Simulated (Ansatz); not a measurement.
# C2H7GaO (SMILES CC[O][GaH2]) at 6 levels

We compute a comparison of 6 runs (HF/3-21G, HF/def2-SVP, HF/pc-2, B3LYP/6-31G*, PBE0/def2-SVP, MP2/6-311G**) of C2H7GaO. 

The results are computed with Ansatz 0.2.0.

6 further runs of the same task are left out: 1 that didn't finish, 5 set aside as unsound or not needed.

## Step 1: The molecule

C2H7GaO has 11 atoms, charge 0, and is taken as a singlet. SMILES: `CC[O][GaH2]`. Geometry: relaxed at PBE0-D4/def2-TZVP. This is one conformer, not always the lowest.

Bond lengths: C1–C2 1.512 Å, C2–O3 1.403 Å, O3–Ga4 1.780 Å, C1–H5 1.093 Å, C1–H6 1.094 Å, C1–H7 1.094 Å, C2–H8 1.098 Å, C2–H9 1.098 Å, Ga4–H10 1.561 Å, Ga4–H11 1.557 Å. Some angles: C1–C2–O3 115.5°, C2–O3–Ga4 131.5°, C1–C2–H8 109.3°, C1–C2–H9 109.3°, O3–C2–H8 108.0°, O3–C2–H9 108.0°, C2–C1–H5 110.0°, C2–C1–H6 111.5°, C2–C1–H7 111.5°, O3–Ga4–H10 120.8°.

## Step 2: Energy and gradient at HF/3-21G (run 1)

Contents of in.yaml:

```yaml
crystal:
  periodic: [false, false, false]
  atoms:
    - {symbol: C, position_ang: [-0.350000, 1.241000, 0.150900]}
    - {symbol: C, position_ang: [-0.953100, -0.089400, 0.543000]}
    - {symbol: O, position_ang: [-0.214800, -1.221800, 0.168500]}
    - {symbol: Ga, position_ang: [1.330300, -1.387400, -0.699400]}
    - {symbol: H, position_ang: [-0.996200, 2.056600, 0.485600]}
    - {symbol: H, position_ang: [0.634400, 1.384000, 0.605500]}
    - {symbol: H, position_ang: [-0.236700, 1.325400, -0.933600]}
    - {symbol: H, position_ang: [-1.089200, -0.118800, 1.632300]}
    - {symbol: H, position_ang: [-1.955000, -0.177300, 0.102100]}
    - {symbol: H, position_ang: [2.110300, -0.126600, -1.189100]}
    - {symbol: H, position_ang: [1.720000, -2.885700, -0.865800]}
basis:
  gaussian: {orbitals: 3-21G-spherical.json}
hamiltonian: {xc: hf}
accuracy: high
output: {forces: true, orbitals: {seedname: orbitals}}
```

The basis set 3-21G is read from a file made from the Basis Set Exchange's data (not shown).

The run is started by

```sh
ansatz run in.yaml --threads 1 --pin off --max-ram 2610MiB --events-out events.jsonl --progress --plain --runs-dir runs
```

The log of the run (excerpt; [...] marks lines left out):

```text
Warning: RAYON_NUM_THREADS=1 ignored (pool sized by the plan → 1); use --threads N
Functional definition: HF
  name "HF"
[...]
1359 factors; integrals over basis functions are off by at most 1.3e-8 eV
[...]
mean field -56264.13047822 eV, -2067.6686578773 hartree, gradient 3.6e-8 eV, S^2 0.000000; 0 other end points of the search recorded, 0 dependent functions left out
[...]
reference -56264.13047822 eV, -2067.6686578773 hartree; 29, 29 occupied and 34, 34 virtual orbitals, 1359 factors
Total energy: -56264.13047822 eV, -2067.6686578773 hartree
Atom 0 at    -0.350000     1.241000     0.150900 Å, force     0.307692     0.831983    -0.204582 eV/Å
Atom 1 at    -0.953100    -0.089400     0.543000 Å, force    -1.466465    -0.250372     0.839884 eV/Å
Atom 2 at    -0.214800    -1.221800     0.168500 Å, force     2.123863    -0.238809    -1.191144 eV/Å
Atom 3 at     1.330300    -1.387400    -0.699400 Å, force    -1.535515    -0.285192     0.873293 eV/Å
Atom 4 at    -0.996200     2.056600     0.485600 Å, force     0.190968    -0.232189    -0.099378 eV/Å
Atom 5 at     0.634400     1.384000     0.605500 Å, force    -0.283539    -0.035149    -0.130921 eV/Å
Atom 6 at    -0.236700     1.325400    -0.933600 Å, force    -0.032835    -0.018731     0.311306 eV/Å
Atom 7 at    -1.089200    -0.118800     1.632300 Å, force    -0.006165     0.138860    -0.406799 eV/Å
Atom 8 at    -1.955000    -0.177300     0.102100 Å, force     0.340102     0.162135     0.205940 eV/Å
Atom 9 at     2.110300    -0.126600    -1.189100 Å, force     0.127611     0.034829    -0.071323 eV/Å
Atom 10 at     1.720000    -2.885700    -0.865800 Å, force     0.234285    -0.107365    -0.126277 eV/Å
Dipole moment:     0.106178     0.320589    -0.071149 e Å
```

It took 2.8 s on 1 thread of AMD EPYC 7R43 (Zen 3), shared host.

## Step 3: Energy and gradient at HF/def2-SVP (run 2)

Contents of run.yaml:

```yaml
basis:
  gaussian: {orbitals: def2-SVP}
crystal:
  periodic: [false, false, false]
  atoms:
    - symbol: C
      position_ang: [-0.350000, 1.241000, 0.150900]
    - symbol: C
      position_ang: [-0.953100, -0.089400, 0.543000]
    - symbol: O
      position_ang: [-0.214800, -1.221800, 0.168500]
    - symbol: Ga
      position_ang: [1.330300, -1.387400, -0.699400]
    - symbol: H
      position_ang: [-0.996200, 2.056600, 0.485600]
    - symbol: H
      position_ang: [0.634400, 1.384000, 0.605500]
    - symbol: H
      position_ang: [-0.236700, 1.325400, -0.933600]
    - symbol: H
      position_ang: [-1.089200, -0.118800, 1.632300]
    - symbol: H
      position_ang: [-1.955000, -0.177300, 0.102100]
    - symbol: H
      position_ang: [2.110300, -0.126600, -1.189100]
    - symbol: H
      position_ang: [1.720000, -2.885700, -0.865800]
total_charge: 0
hamiltonian: {xc: hf}
accuracy: high
output: {forces: true, orbitals: {seedname: orbitals}}
```

The run is started by

```sh
ansatz run run.yaml --threads 1 --pin off --max-ram 2610MiB --events-out events.jsonl --progress --plain --runs-dir runs
```

The log of the run (excerpt; [...] marks lines left out):

```text
Warning: RAYON_NUM_THREADS=1 ignored (pool sized by the plan → 1); use --threads N
[... 2 set-up lines as earlier in the session ...]
[...]
2535 factors; integrals over basis functions are off by at most 1.1e-8 eV
[...]
mean field -56533.27405935 eV, -2077.5595020518 hartree, gradient 9.8e-9 eV, S^2 0.000000; 0 other end points of the search recorded, 0 dependent functions left out
[...]
reference -56533.27405935 eV, -2077.5595020518 hartree; 29, 29 occupied and 80, 80 virtual orbitals, 2535 factors
Total energy: -56533.27405935 eV, -2077.5595020518 hartree
Atom 0 at    -0.350000     1.241000     0.150900 Å, force     0.071316     0.145284    -0.044515 eV/Å
Atom 1 at    -0.953100    -0.089400     0.543000 Å, force    -0.187658    -0.703895     0.133713 eV/Å
Atom 2 at    -0.214800    -1.221800     0.168500 Å, force     0.060224     0.751667    -0.061505 eV/Å
Atom 3 at     1.330300    -1.387400    -0.699400 Å, force    -0.198407    -0.257864     0.115354 eV/Å
Atom 4 at    -0.996200     2.056600     0.485600 Å, force     0.027172    -0.030838    -0.014340 eV/Å
Atom 5 at     0.634400     1.384000     0.605500 Å, force    -0.050361     0.030697    -0.020674 eV/Å
Atom 6 at    -0.236700     1.325400    -0.933600 Å, force    -0.009254     0.033096     0.051146 eV/Å
Atom 7 at    -1.089200    -0.118800     1.632300 Å, force    -0.010129     0.046376    -0.134074 eV/Å
Atom 8 at    -1.955000    -0.177300     0.102100 Å, force     0.107516     0.054233     0.074675 eV/Å
Atom 9 at     2.110300    -0.126600    -1.189100 Å, force     0.060575    -0.000037    -0.031898 eV/Å
Atom 10 at     1.720000    -2.885700    -0.865800 Å, force     0.129006    -0.068719    -0.067883 eV/Å
Dipole moment:     0.112560     0.280182    -0.073351 e Å
```

It took 11 s on 1 thread of AMD EPYC 7R43 (Zen 3), shared host; peak memory 0.4 GiB.

Run 3 isn't shown in full; the table further down has it.

## Step 4: Energy and forces at B3LYP/6-31G(d) (spherical functions) (run 4)

Edit in.yaml of step 2 so:

```diff
@@ -15,5 +15,12 @@
 basis:
-  gaussian: {orbitals: 3-21G-spherical.json}
-hamiltonian: {xc: hf}
+  gaussian:
+    orbitals: 6-31G_st_-spherical.json
+total_charge: 0
+magnetization:
+  spin_polarized: false
+hamiltonian:
+  xc: {name: B3LYP}
 accuracy: high
-output: {forces: true, orbitals: {seedname: orbitals}}
+output:
+  forces: true
+  orbitals: {seedname: orbitals}
```

The basis set 6-31G* is read from a file made from the Basis Set Exchange's data (not shown).

The run is started by

```sh
ansatz run in.yaml --threads 1 --pin off --max-ram 2610MiB --events-out events.jsonl --progress --plain --runs-dir runs
```

The log of the run (excerpt; [...] marks lines left out):

```text
Warning: RAYON_NUM_THREADS=1 ignored (pool sized by the plan → 1); use --threads N
Functional definition: B3LYP
  name "B3LYP"
[...]
2083 factors; integrals over basis functions are off by at most 8.4e-9 eV
[...]
mean field -56607.00975563 eV, -2080.2692389100 hartree, gradient 7.5e-8 eV, S^2 0.000000; 0 other end points of the search recorded, 0 dependent functions left out
[...]
reference -56607.00979893 eV, -2080.2692405012 hartree; 29, 29 occupied and 59, 59 virtual orbitals, 2083 factors
Total energy: -56607.00979893 eV, -2080.2692405012 hartree
Atom 0 at    -0.350000     1.241000     0.150900 Å, force     0.064355     0.238160    -0.044286 eV/Å
Atom 1 at    -0.953100    -0.089400     0.543000 Å, force    -0.220931     0.081216     0.123031 eV/Å
Atom 2 at    -0.214800    -1.221800     0.168500 Å, force    -0.180478    -0.373762     0.116618 eV/Å
Atom 3 at     1.330300    -1.387400    -0.699400 Å, force     0.299069    -0.029314    -0.173291 eV/Å
Atom 4 at    -0.996200     2.056600     0.485600 Å, force    -0.066336     0.111508     0.033188 eV/Å
Atom 5 at     0.634400     1.384000     0.605500 Å, force     0.091094     0.018921     0.044452 eV/Å
Atom 6 at    -0.236700     1.325400    -0.933600 Å, force     0.008271     0.013050    -0.102677 eV/Å
Atom 7 at    -1.089200    -0.118800     1.632300 Å, force    -0.023120    -0.014136     0.087153 eV/Å
Atom 8 at    -1.955000    -0.177300     0.102100 Å, force    -0.086535    -0.018655    -0.024337 eV/Å
Atom 9 at     2.110300    -0.126600    -1.189100 Å, force     0.084965     0.112176    -0.050466 eV/Å
Atom 10 at     1.720000    -2.885700    -0.865800 Å, force     0.029647    -0.139164    -0.009386 eV/Å
Dipole moment:     0.044778     0.261484    -0.034701 e Å
```

Run time: 16 s. Hardware: 1 thread of AMD EPYC 7R43 (Zen 3), shared host; peak memory 0.36 GiB.

Run 5 isn't shown in full; the table further down has it.

## Step 5: Energy and gradient at MP2/6-311G(d,p) (run 6)

Edit in.yaml of step 4 so:

```diff
@@ -16,8 +16,6 @@
   gaussian:
-    orbitals: 6-31G_st_-spherical.json
-total_charge: 0
-magnetization:
-  spin_polarized: false
-hamiltonian:
-  xc: {name: B3LYP}
+    orbitals: 6-311G_st__st_.json
+correlation:
+  method: mp2
+  frozen_orbitals: {C: 1, Ga: 9, H: 0, O: 1}
 accuracy: high
```

The basis set 6-311G** is read from a file made from the Basis Set Exchange's data (not shown).

The run is started by

```sh
ansatz run in.yaml --threads 1 --pin off --max-ram 2610MiB --events-out events.jsonl --progress --plain --runs-dir runs
```

The log of the run (excerpt; [...] marks lines left out):

```text
Warning: RAYON_NUM_THREADS=1 ignored (pool sized by the plan → 1); use --threads N
[... 2 set-up lines as earlier in the session ...]
[...]
2807 factors; integrals over basis functions are off by at most 3.3e-8 eV
[...]
mean field -56543.05024929 eV, -2077.9187704053 hartree, gradient 1.2e-8 eV, S^2 0.000000; 0 other end points of the search recorded, 0 dependent functions left out
12 core orbitals not correlated: weight in the atoms' cores, before any rotation towards them, 1.000 or more for the frozen orbitals, at most 0.000 for the correlated occupied ones
reference -56543.05024929 eV, -2077.9187704053 hartree; 17, 17 occupied and 111, 111 virtual orbitals, 2807 factors
second order -20.22538661 eV of doubles, -0.00000000 eV of singles
[...]
Total energy: -56563.27563590 eV, -2078.6620396541 hartree
Atom 0 at    -0.350000     1.241000     0.150900 Å, force     0.121323     0.269576    -0.077719 eV/Å
Atom 1 at    -0.953100    -0.089400     0.543000 Å, force    -0.407969     0.103419     0.227978 eV/Å
Atom 2 at    -0.214800    -1.221800     0.168500 Å, force     0.186060    -0.376710    -0.090432 eV/Å
Atom 3 at     1.330300    -1.387400    -0.699400 Å, force     0.278307    -0.079412    -0.161092 eV/Å
Atom 4 at    -0.996200     2.056600     0.485600 Å, force    -0.046274     0.035528     0.024725 eV/Å
Atom 5 at     0.634400     1.384000     0.605500 Å, force     0.013610    -0.019624     0.018181 eV/Å
Atom 6 at    -0.236700     1.325400    -0.933600 Å, force    -0.007906    -0.021371    -0.020634 eV/Å
Atom 7 at    -1.089200    -0.118800     1.632300 Å, force     0.025903     0.024493     0.008988 eV/Å
Atom 8 at    -1.955000    -0.177300     0.102100 Å, force     0.004400     0.022818    -0.028404 eV/Å
Atom 9 at     2.110300    -0.126600    -1.189100 Å, force    -0.114796    -0.230299     0.075908 eV/Å
Atom 10 at     1.720000    -2.885700    -0.865800 Å, force    -0.052658     0.271581     0.022502 eV/Å
Dipole moment:     0.053736     0.254349    -0.039297 e Å
```

Run time: 35 s. Hardware: 1 thread of AMD EPYC 7R43 (Zen 3), shared host; peak memory 0.65 GiB.

## Step 6: The series

```
run                               level  accuracy  lower state search   energy (Eh)  dipole moment (D)  HOMO energy (eV)  LUMO energy (eV)  wall time
  1                            HF/3-21G      high             default  -2067.668658               1.66            -10.91              1.65      2.8 s
  2                         HF/def2-SVP      high             default  -2077.559502               1.49            -11.32              1.69       11 s
  3                     HF/pc-2 (sfX2C)    medium                 off  -2093.272363               1.42            -11.33              1.18       19 s
  4  B3LYP/6-31G* (spherical functions)      high             default  -2080.269241               1.29             -7.37             -1.31       16 s
  5                       PBE0/def2-SVP      high             default  -2079.704777               1.30             -7.68             -1.04       19 s
  6                        MP2/6-311G**      high             default  -2078.662040               1.26            -11.31              1.24       35 s
```

## Step 7: What came out

| quantity | value |
| --- | --- |
| run 6: total energy | -2078.66204 Eh |
| run 6: dipole moment (correlated density) | 1.26 D |
| run 6: HOMO energy (Hartree–Fock orbitals) | -11.31 eV |
| run 6: LUMO energy (Hartree–Fock orbitals) | 1.24 eV |
| run 6: HOMO–LUMO gap (Hartree–Fock orbitals) | 12.55 eV |
| run 6: correlation energy (12 core orbitals frozen) | -743.3 mEh |
| run 6: largest force on an atom | 0.479 eV/Å |

What this shows: The dipole moment (its size) runs from 1.26 D (MP2/6-311G**) to 1.66 D (HF/3-21G). The two ends differ in method and basis. Over runs 1, 2, 3, 4, 5 the HOMO–LUMO gap runs from 6.06 eV (B3LYP/6-31G*) to 13.01 eV (HF/def2-SVP). Totals of different functionals can't be ranked against each other. Some runs of one species differ in core potentials or relativity; totals across that change don't compare. All runs together took 1.7 min, the longest 35 s.
